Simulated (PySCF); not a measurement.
# C8H6FN: the cost of one run

Programs: PySCF 2.14.0, with routines of our own; each step states its level. All values are computed. Atoms count from 0.

### Step 1. The starting structure

16 atoms, charge 0, multiplicity 1; geometry from: GFN2-xTB.

### Step 2. Magnetic properties: GIAO B97-2/pcSseg-1

What the job is given:

```
{"job": {"kind": "mag", "xc": "B97-2", "basis": "pcSseg-1", "isotopologues": 0}, "charge": 0, "multiplicity": 1}
N      2.840799    -2.169547    -0.258389
C      2.622674    -1.052639    -0.105906
C      2.370936     0.315622     0.081705
C      1.132103     0.813283     0.131256
C      0.519175     2.132888     0.305815
C     -0.736393     1.631905     0.215691
C     -0.247759     0.253072     0.030094
C     -0.747319    -0.961268    -0.147111
C     -2.200037    -1.300455    -0.218489
F     -3.007965    -0.201048    -0.079913
H      3.241048     0.950917     0.184836
H      0.933492     3.112156     0.450154
H     -1.724580     2.045826     0.258012
H     -0.085713    -1.809330    -0.253949
H     -2.474103    -1.998830     0.583000
H     -2.443956    -1.753608    -1.188216
```

With the program's defaults for keys left out, this is: GIAO B97-2/pcSseg-1 magnetisability, rotational g tensor and spin-rotation constants, non-relativistic, gas phase.

Run with:

```sh
OMP_NUM_THREADS=1 python excited_run.py task.json out
```

This one command runs all jobs of the session in turn.

Q: Estimate the wall time and peak memory of this first job on 1 thread of Arm Neoverse V2, shared host.

About 36 s, with a peak of 0.85 GiB.
